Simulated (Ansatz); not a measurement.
# C₃H₄Se: one species, many methods

Aim: compute C₃H₄Se with functionals from several rungs and with coupled cluster. The yardstick is the atomisation energy at the CCSD(T) limit.

Program: Ansatz 0.2.0, Gaussian basis. Level of theory: functionals in def2-TZVPP, the program's frozen cores in correlated methods. These are calculated values, not measurements.

The runs, in order: LDA (SPW92), PBE-D4, revPBE-D4, BLYP-D4, r2SCAN-D4, B97M-V, PBE0-D4, B3LYP-D4, r2SCANh-D4, r2SCAN0-D4, HSE06-D4, BHLYP-D4, CAM-B3LYP-D4, LC-ωPBE, ωB97X-V, ωB97M-V, B2PLYP, PBE-QIDH; CCSD(T)/def2-SVP; CCSD(T)/def2-TZVPP; MP2/def2-QZVPP; extrapolation to the limit; RPA on PBE.

## Step 1: The relaxed structure

An earlier PBE0-D4 in a triple-zeta def2 set relaxation fixed the geometry.

SMILES `[Se]=C1CC1`, 8 atoms, charge 0, spin multiplicity 1.

Atoms are counted from 1 here; the program's logs count them from 0.

Bond lengths: Se1–C2 1.734 Å, C2–C3 1.457 Å, C2–C4 1.457 Å, C3–C4 1.526 Å, C3–H5 1.086 Å, C3–H6 1.086 Å, C4–H7 1.086 Å, C4–H8 1.086 Å. Angles: Se1–C2–C3 148.4°, Se1–C2–C4 148.4°, C3–C2–C4 63.2°, C2–C3–C4 58.4°, C2–C3–H5 118.0°, C2–C3–H6 118.0°, C4–C3–H5 118.5°, C4–C3–H6 118.5°, H5–C3–H6 114.3°, C2–C4–C3 58.4°, C2–C4–H7 118.0°, C2–C4–H8 118.0°, C3–C4–H7 118.5°, C3–C4–H8 118.5°, H7–C4–H8 114.3°.

## Step 2: LDA

This LDA is Slater exchange with PW92 correlation.

in.yaml reads:

```yaml
crystal:
  periodic: [false, false, false]
  atoms:
    - {symbol: Se, position_ang: [-2.384601, 0.894554, -0.390144]}
    - {symbol: C, position_ang: [-0.779227, 0.290307, -0.133048]}
    - {symbol: C, position_ang: [0.570662, 0.525120, 0.361065]}
    - {symbol: C, position_ang: [0.168097, -0.808685, -0.260706]}
    - {symbol: H, position_ang: [0.719964, 0.571305, 1.435622]}
    - {symbol: H, position_ang: [1.214456, 1.188918, -0.208102]}
    - {symbol: H, position_ang: [0.538165, -1.050930, -1.252392]}
    - {symbol: H, position_ang: [0.044484, -1.667688, 0.391905]}
basis:
  gaussian: {orbitals: def2-TZVPP}
hamiltonian: {xc: lda}
output: {orbitals: {seedname: orbitals}}
```

After this run come: PBE-D4 (GGA); revPBE-D4 (GGA); BLYP-D4 (GGA); r2SCAN-D4 (meta-GGA); B97M-V (meta-GGA); PBE0-D4 (hybrid); B3LYP-D4 (hybrid); r2SCANh-D4 (hybrid); r2SCAN0-D4 (hybrid); HSE06-D4 (hybrid); BHLYP-D4 (hybrid); CAM-B3LYP-D4 (range-separated); LC-ωPBE (range-separated); ωB97X-V (range-separated); ωB97M-V (range-separated); B2PLYP (double hybrid); PBE-QIDH (double hybrid); CCSD(T) in def2-SVP; CCSD(T) in def2-TZVPP; MP2 in def2-QZVPP; RPA on PBE orbitals.

**Question.** What will the summary of the whole plan be? Wanted: atomisation energy, CCSD(T)/CBS; farthest beyond LDA; mean size of error, GGA; mean size of error, meta-GGA; mean size of error, hybrid; mean size of error, range-separated; mean size of error, double hybrid; gap, smallest and largest; T1 diagnostic.

As calculated:

```
                               quantity                                                                                                                    value
        atomisation energy, CCSD(T)/CBS                                                                                                            3099.0 kJ/mol
 functionals within 31.0 kJ/mol (1.0 %)  BLYP-D4, r2SCAN-D4, B97M-V, B3LYP-D4, r2SCANh-D4, r2SCAN0-D4, CAM-B3LYP-D4, LC-ωPBE, ωB97X-V, ωB97M-V, B2PLYP, PBE-QIDH
                    farthest beyond LDA                                                                                                   PBE-D4 (+123.6 kJ/mol)
                mean size of error, GGA                                                                                                              56.9 kJ/mol
           mean size of error, meta-GGA                                                                                                              23.2 kJ/mol
             mean size of error, hybrid                                                                                                              41.4 kJ/mol
    mean size of error, range-separated                                                                                                               3.0 kJ/mol
      mean size of error, double hybrid                                                                                                              16.9 kJ/mol
              gap, smallest and largest                                                                                 1.63 eV (LDA (SPW92)), 8.41 eV (LC-ωPBE)
                          T1 diagnostic                                                                                                                   0.0153
triples share of the correlation energy                                                                                                                    4.5 %
```

**Reading.** The LDA atomisation energy is off by 526.4 kJ/mol (17 %): it overbinds. PBE-D4 misses by +123.6 kJ/mol. Double hybrids carry the basis error of their MP2 part in triple zeta, and no dispersion term here, so their miss is partly the set-up's. The rungs range-separated, double hybrid, meta-GGA miss on average by less than the doubt on the reference (31.0 kJ/mol), so they tie. Misses under about 31.0 kJ/mol are within the doubt on the reference itself, which lacks core-valence correlation, relativity and higher excitations, and its outer-core shells are covered unevenly. All levels share the lack of spin-orbit coupling, which lowers the free heavy atoms and so the true binding. Hartree-Fock recovers 71 % of the binding; the rest is correlation. CCSD(T) in def2-SVP is off by -141.7 kJ/mol, which most functionals beat. The gap grows from 1.6 to 8.4 eV across the functionals, mostly with the share of exact exchange. The restricted reference is unstable towards a spin-broken one. Correlated methods include outer-core shells of Se, which these sets cover unevenly.
